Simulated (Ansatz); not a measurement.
# Sc (diamond type): a single-point run

Aim: a sound single-point run of Sc (diamond type). The structure is shown as the input types it.

Computed with Ansatz 0.2.0 (DFT, LDA, norm-conserving pseudopotentials, Ansatz's default files, scalar-relativistic (as first typed), unless a step's input says otherwise).

1 further run of the same task is left out (it didn't finish).

### Step 1. The system as given

Symmetry: Fd-3m, No. 227, cubic system. Conventional cell: a = 6.277 Å, b = 6.277 Å, c = 6.277 Å, α = 90.00°, β = 90.00°, γ = 90.00°. Around Sc (site symmetry -43m) lie 4 Sc at 2.72 Å.

As a file:

```xyz
2
Lattice="0.0000 3.1386 3.1386 3.1386 0.0000 3.1386 3.1386 3.1386 0.0000" Properties=species:S:1:pos:R:3 pbc="T T T"
Sc   -0.7846   -0.7846   -0.7846
Sc    0.7846    0.7846    0.7846
```

### Step 2. Running it

input.yaml

```yaml
crystal:
  lattice:
    - [0.0, 3.138591468, 3.138591468]
    - [3.138591468, 0.0, 3.138591468]
    - [3.138591468, 3.138591468, 0.0]
  atoms:
    - { symbol: Sc, position: [-0.125, -0.125, -0.125] }
    - { symbol: Sc, position: [0.125, 0.125, 0.125] }
kpoints:
  mp_grid: { grid: [8, 8, 8] }
scf:
  occupations: { method: fermi_dirac, width: 0.05 }
hamiltonian:
  xc: lda
  pseudopotentials: { kind: nc }
output:
  forces: true
  stress: true
  eigenvalues: true
  efg: { contact_densities: true }
  populations: true
```

Command:

```
ansatz run input.yaml --threads 1 --pin off --max-ram 2048MiB --backend cpu --events-out ev --progress --plain --runs-dir out
```

**Question.** How will this run end, and is anything wrong with its input?

Nothing was computed: the input was turned down at the start. Its message: «output.efg without hamiltonian.pseudopotentials.kind: paw|paw_fr|all_electron or hamiltonian.pseudopotentials.kind: all_electron — the all-electron EFG reconstruction needs the PAW one-centre densities; drop the efg request ...»

In the input, hamiltonian.pseudopotentials.kind is nc. What was asked isn't available in this combination.

The cure: set hamiltonian.pseudopotentials.kind to paw.
